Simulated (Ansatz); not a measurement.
Crystal: GeBi3.

```xyz
4
Lattice="0.0000 3.8668 3.8668 3.8668 0.0000 3.8668 3.8668 3.8668 0.0000" Properties=species:S:1:pos:R:3 pbc="T T T"
Bi    3.8668    3.8668    3.8668
Bi    5.8002    5.8002    5.8002
Bi    1.9334    1.9334    1.9334
Ge    0.0000    0.0000    0.0000
```

The cell comes from a database or a generator and needn't be the stable form of this composition.

- Program: Ansatz 0.2.0
- Task: single point
- Functional: PBE
- Potentials or basis: Ansatz PAW
- Cutoff: 420 eV (not typed: the program's choice for these potentials)
- k mesh: 6 × 6 × 6
- Occupations: fermi-dirac, width 0.05 eV
- Spin: no spin polarisation

On this cell: pressure 1.1 GPa; largest force zero by symmetry; band gap on the k mesh none (metal or under the smearing width).

The same run follows on a disturbed copy (atoms moved at random, drawn with an rms of 0.05 Å):

```xyz
4
Lattice="0.0000 3.8668 3.8668 3.8668 0.0000 3.8668 3.8668 3.8668 0.0000" Properties=species:S:1:pos:R:3 pbc="T T T"
Bi    3.8497    3.8221    3.8677
Bi    5.8124    5.7770    5.7891
Bi    1.9484    1.9412    1.9228
Ge    0.0028   -0.0123    0.0043
```

Question: What does the disturbed cell give?

Answer: The energy (extrapolated to zero smearing) moves by -0.3 meV/atom; pressure 1.1 GPa; largest force 0.034 eV/Å; band gap on the k mesh none (metal or under the smearing width).

Forces in eV/Å, atoms in the order of the input:
```
Bi   0.002  0.005  0.004
Bi   0.009  0.009 -0.011
Bi   0.010  0.001 -0.016
Ge  -0.021 -0.015  0.023
```

Stress tensor (GPa, compression positive):
```
1.10 0.00 0.21
0.00 1.06 0.01
0.21 0.01 1.12
```

Caveats: spin-orbit coupling is left out, which moves the levels of the heavy elements.
